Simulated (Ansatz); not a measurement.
# BLYP/6-31G(d) (spherical functions) run of GaH2O2F (SMILES [OH][Ga]([OH])[F])

What is the electronic atomisation energy of GaH2O2F at BLYP/6-31G* (spherical functions)? 

Program for the calculation: Ansatz 0.2.0.

62 further runs of the same task are left out: 62 set aside as unsound or not needed.

**1. Starting point**

The species is GaH2O2F (6 atoms), meant as a singlet with charge 0. SMILES: `[OH][Ga]([OH])[F]`. The shape is that of a PBE0-D4/def2-TZVP optimisation. This is one conformer, not always the lowest.

Bond lengths: O1–Ga2 1.769 Å, Ga2–O3 1.762 Å, Ga2–F4 1.743 Å, O1–H5 0.960 Å, O3–H6 0.960 Å. Angles: O1–Ga2–O3 123.2°, O1–Ga2–F4 118.9°, O3–Ga2–F4 117.8°, Ga2–O1–H5 113.2°, Ga2–O3–H6 112.9°.

**2. A single-point energy at BLYP/6-31G(d) (spherical functions)**

run.yaml reads:

```yaml
crystal:
  periodic: [false, false, false]
  atoms:
    - {symbol: O, position_ang: [-0.297200, 1.351000, -0.574800]}
    - {symbol: Ga, position_ang: [-0.068200, -0.342400, -0.117600]}
    - {symbol: O, position_ang: [0.794400, -0.842300, 1.335300]}
    - {symbol: F, position_ang: [-0.722600, -1.588800, -1.144800]}
    - {symbol: H, position_ang: [-0.788800, 1.459000, -1.392800]}
    - {symbol: H, position_ang: [1.124200, -0.100400, 1.848500]}
basis:
  gaussian: {orbitals: 6-31G_st_-spherical.json}
magnetization: {spin_polarized: false, initial_magnetization: 0}
hamiltonian: {xc: {name: BLYP}}
accuracy: high
output: {orbitals: {seedname: orbitals}}
```

The basis set 6-31G* is read from a file made from the Basis Set Exchange's data (not shown).

Command:

```sh
$ ansatz run run.yaml --threads 1 --pin off --max-ram 3480MiB --events-out events.jsonl --progress --plain --runs-dir runs
```

The log of the run:

```text
Warning: RAYON_NUM_THREADS=1 ignored (pool sized by the plan → 1); use --threads N
Functional definition: BLYP
  name "BLYP"
  parameter beta = 0.0042
  parameter a = 0.04918
  parameter b = 0.132
  parameter c = 0.2533
  parameter d = 0.349
  exchange = b88_x(beta = beta)
  correlation = lyp_c(a = a, b = b, c = c, d = d)
1622 factors; integrals over basis functions are off by at most 4.1e-9 eV
mean field evaluation 1: about -59201.7857 eV, gradient 9.5e1 eV
mean field evaluation 2: about -59122.6051 eV, gradient 2.1e2 eV
mean field evaluation 4: about -59215.6774 eV, gradient 2.6e1 eV
mean field evaluation 8: about -59216.7556 eV, gradient 5.1e-1 eV
mean field evaluation 16: about -59216.7560 eV, gradient 3.6e-5 eV
mean field -59216.75602361 eV, -2176.1756453088 hartree, gradient 6.6e-8 eV, S^2 0.000000; 0 other end points of the search recorded, 0 dependent functions left out
reference -59216.75607553 eV, -2176.1756472167 hartree; 29, 29 occupied and 49, 49 virtual orbitals, 1622 factors
Total energy: -59216.75607553 eV, -2176.1756472167 hartree
```

It took 6 s on 1 thread of Arm Neoverse V2, shared host; peak memory 0.18 GiB.

**3. The F atom, same level**

run.yaml reads:

```yaml
crystal:
  periodic: [false, false, false]
  atoms:
    - {symbol: F, position_ang: [0.000000, 0.000000, 0.000000]}
basis:
  gaussian:
    orbitals: 6-31G_st_-spherical.json
magnetization:
  spin_polarized: true
  initial_magnetization: 1
hamiltonian:
  xc: {name: BLYP}
accuracy: high
```

The basis set 6-31G* is read from a file made from the Basis Set Exchange's data (not shown).

Run the same way, it converges to -99.70127 Eh (log not shown).

**4. The Ga atom, same level**

job.yaml reads:

```yaml
crystal:
  periodic: [false, false, false]
  atoms:
    - {symbol: Ga, position_ang: [0.000000, 0.000000, 0.000000]}
basis:
  gaussian: {orbitals: 6-31G_st_-spherical.json}
magnetization: {spin_polarized: true, initial_magnetization: 1}
accuracy: high
hamiltonian: {xc: {name: BLYP}}
```

The basis set 6-31G* is read from a file made from the Basis Set Exchange's data (not shown).

Command:

```sh
$ ansatz run job.yaml --threads 1 --pin off --max-ram 3480MiB --events-out events.jsonl --progress --plain --runs-dir runs
```

The log of the run, shortened:

```text
Warning: RAYON_NUM_THREADS=1 ignored (pool sized by the plan → 1); use --threads N
[... 9 set-up lines as earlier in the session ...]
306 factors; integrals over basis functions are off by at most 3.0e-9 eV
mean field evaluation 1: about -52371.1410 eV, gradient 1.3e1 eV
mean field evaluation 2: about -52370.8899 eV, gradient 1.9e1 eV
mean field evaluation 4: about -52371.4247 eV, gradient 1.3e-1 eV
mean field evaluation 8: about -52371.4213 eV, gradient 3.1e-3 eV
mean field evaluation 16: about -52371.4213 eV, gradient 6.5e-8 eV
mean field evaluation 32: about -52371.1751 eV, gradient 4.9e0 eV
mean field evaluation 64: about -52371.4213 eV, gradient 1.5e-8 eV
mean field -52371.42128791 eV, -1924.6142337062 hartree, gradient 5.2e-9 eV, S^2 0.751193; 8 other end points of the search recorded, 0 dependent functions left out
reference -52371.42131832 eV, -1924.6142348241 hartree; 16, 15 occupied and 16, 17 virtual orbitals, 306 factors
Total energy: -52371.42131832 eV, -1924.6142348241 hartree
```

Wall time 5.1 s (1 thread of Arm Neoverse V2, shared host); peak memory 0.095 GiB.

**5. The H atom at the same level**

molecule.yaml reads:

```yaml
crystal:
  periodic: [false, false, false]
  atoms:
    - {symbol: H, position_ang: [0.000000, 0.000000, 0.000000]}
basis:
  gaussian:
    orbitals: "6-31G*"
magnetization:
  spin_polarized: true
  initial_magnetization: 1
hamiltonian:
  xc: {name: BLYP}
accuracy: high
```

Command:

```sh
$ ansatz run molecule.yaml --threads 1 --pin off --max-ram 3480MiB --events-out events.jsonl --progress --plain --runs-dir runs
```

The log of the run, shortened:

```text
Warning: RAYON_NUM_THREADS=1 ignored (pool sized by the plan → 1); use --threads N
[... 9 set-up lines as earlier in the session ...]
3 factors; integrals over basis functions are off by at most 5.4e-10 eV
mean field evaluation 1: about -13.4819 eV, gradient 3.0e-1 eV
mean field evaluation 2: about -13.4827 eV, gradient 2.5e-2 eV
mean field evaluation 4: about -13.4818 eV, gradient 4.7e-6 eV
mean field evaluation 8: about -13.4818 eV, gradient 4.2e-8 eV
mean field -13.48175429 eV, -0.4954453319 hartree, gradient 4.2e-8 eV, S^2 0.750000; 0 other end points of the search recorded, 0 dependent functions left out
reference -13.48177882 eV, -0.4954462333 hartree; 1, 0 occupied and 1, 2 virtual orbitals, 3 factors
Total energy: -13.48177882 eV, -0.4954462333 hartree
```

Wall time 0.12 s (1 thread of Arm Neoverse V2, shared host).

**6. The O atom at the same level**

input.yaml reads:

```yaml
crystal:
  periodic: [false, false, false]
  atoms:
    - {symbol: O, position_ang: [0.000000, 0.000000, 0.000000]}
basis:
  gaussian: {orbitals: 6-31G_st_-spherical.json}
accuracy: high
magnetization: {spin_polarized: true, initial_magnetization: 2}
hamiltonian: {xc: {name: BLYP}}
```

The basis set 6-31G* is read from a file made from the Basis Set Exchange's data (not shown).

Run the same way, it converges to -75.04555 Eh (log not shown).

**7. What came out**

At BLYP/6-31G* (spherical functions):

```
                     quantity           value
       molecule: total energy  -2176.17565 Eh
        molecule: HOMO energy        -7.08 eV
        molecule: LUMO energy        -2.19 eV
      molecule: HOMO–LUMO gap         4.89 eV
         F atom: total energy    -99.70127 Eh
                 F atom: ⟨S²⟩           0.751
        Ga atom: total energy  -1924.61423 Eh
                Ga atom: ⟨S²⟩           0.751
         H atom: total energy     -0.49545 Eh
                 H atom: ⟨S²⟩           0.750
         O atom: total energy    -75.04555 Eh
                 O atom: ⟨S²⟩           2.002
electronic atomisation energy       21.174 eV
```

What this shows: Taking the molecule apart into free atoms costs 21.17 eV (488 kcal/mol), before zero-point energy and without spin-orbit coupling.
